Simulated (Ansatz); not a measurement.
# C₂H₈GeSi, SMILES C=[CH][GeH2][SiH3]: an atomisation energy

Computed with the Ansatz DFT code, driven from Python.

At the Python prompt:
```pycon
>>> from collections import Counter
>>> from dataclasses import dataclass
>>> import ansatz as az
>>> @dataclass
... class Options:
...     basis_set: str = "def2-SVP"
...     xc: str = "pbe"
...
>>> opts = Options()
>>> def energy(molecule, charge=0, unpaired=0):
...     calc = (
...         molecule.calculation()
...         .basis(gaussian=opts.basis_set)
...         .functional(opts.xc)
...     )
...     if charge:
...         calc = calc.charge(charge)
...     if unpaired:
...         calc = calc.spin("collinear", total=unpaired)
...     return calc.run(threads=1, pin="off").report["free_energy_ev"]
...
>>> GEOMETRY = """
... C    -1.31230    1.52700   -0.12880
... C    -0.41510    1.26660    0.74300
... Ge    0.14790   -0.54500    0.95380
... Si    1.11500   -1.31430   -1.03710
... H    -1.81520    0.79240   -0.76940
... H    -1.68680    2.61600   -0.25940
... H     0.06360    2.05350    1.35210
... H    -0.98030   -1.41410    1.38620
... H     1.28430   -0.58380    2.10050
... H     2.18180   -0.48410   -1.41030
... H    -0.01250   -1.26140   -2.04650
... H     1.50670   -2.70800   -0.85000
... """
>>> mol = az.Crystal.molecule()
>>> for line in GEOMETRY.strip().splitlines():
...     symbol, *xyz = line.split()
...     mol = mol.atom(symbol, [float(v) for v in xyz])
...
>>> # Hund ground states
>>> unpaired = {"C": 2, "Ge": 2, "Si": 2, "H": 1}
>>> counts = Counter(site.symbol for site in mol.cartesian_sites)
>>> atom_energy = {s: energy(az.Crystal.molecule().atom(s, (0, 0, 0)), 0, unpaired[s]) for s in counts}
>>> whole = energy(mol, 0, 0)
>>> for s, e in atom_energy.items():
...     print(f"{s:2s} x{counts[s]}  {e:14.5f} eV")
...
C  x2     -1027.26350 eV
Ge x1    -56500.11843 eV
Si x1     -7867.46925 eV
H  x8       -13.56840 eV
>>> print(f"C2H8GeSi: {whole:.5f} eV")
C2H8GeSi: -66571.63981 eV
>>> split = sum(counts[s] * e for s, e in atom_energy.items()) - whole
>>> print(f"atomisation energy (no zero-point term): {split:.3f} eV, {split / sum(counts.values()):.3f} eV an atom")
atomisation energy (no zero-point term): 40.978 eV, 3.415 eV an atom
```

40.978 eV from the electronic energies, without the zero-point term.

These settings explore the input space; basis and method may be short of convergence. The geometry is a force-field or estimated start, not a minimum of this method, and the basis set is short of its limit. All parts are taken at fixed geometry, without zero-point energy. This functional overbinds, so such energies come out a few per cent too high (LDA far more). Finished in 6.3 s on 1 thread of Intel(R) Xeon(R) Platinum 8259CL CPU @ 2.50GHz (Skylake/Cascade Lake), with other jobs on the host, peak memory 0.22 GiB.
